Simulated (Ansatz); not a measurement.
# C2H3FOSi: the cost of one run

Method: the settings change from run to run; program: Ansatz 0.2.0, Gaussian basis.

### Step 1. The geometry

An earlier PBE0-D4 in a triple-zeta def2 set relaxation fixed the geometry.

8 atoms, charge 0, spin multiplicity 1.

Atoms are counted from 1 here; the program's logs count them from 0.

Bond lengths: C1–C2 1.198 Å, C1–H6 1.062 Å, C2–O3 1.294 Å, O3–Si4 1.667 Å, Si4–F5 1.582 Å, Si4–H7 1.474 Å, Si4–H8 1.474 Å. Angles: C2–C1–H6 179.2°, C1–C2–O3 179.3°, C2–O3–Si4 121.6°, O3–Si4–F5 104.0°, O3–Si4–H7 109.5°, O3–Si4–H8 109.5°, F5–Si4–H7 109.6°, F5–Si4–H8 109.6°, H7–Si4–H8 114.1°.

### Step 2. BHLYP/aug-pcseg-2

This run has D3(BJ) dispersion, high accuracy.

Contents of in.yaml:

```yaml
crystal:
  periodic: [false, false, false]
  atoms:
    - {symbol: C, position_ang: [-0.752930, 1.860751, 1.076777]}
    - {symbol: C, position_ang: [-0.774154, 0.779884, 0.560221]}
    - {symbol: O, position_ang: [-0.811514, -0.388658, 0.005206]}
    - {symbol: Si, position_ang: [0.551309, -1.084683, -0.655726]}
    - {symbol: F, position_ang: [0.042187, -2.477449, -1.206374]}
    - {symbol: H, position_ang: [-0.748769, 2.818002, 1.537744]}
    - {symbol: H, position_ang: [1.552922, -1.308398, 0.402960]}
    - {symbol: H, position_ang: [1.033048, -0.256646, -1.776608]}
basis:
  gaussian: {orbitals: aug-pcseg-2}
hamiltonian: {xc: {name: BHLYP}, dispersion: d3bj}
accuracy: high
```

Launch:

```
> ansatz run in.yaml --threads 2 --pin off --events-out ev --progress --plain --max-ram 4352MiB
```

What time and memory should one allow on 2 threads of Intel Xeon at 2.50GHz, shared host?

About 2 min, with a peak of 2.7 GiB.
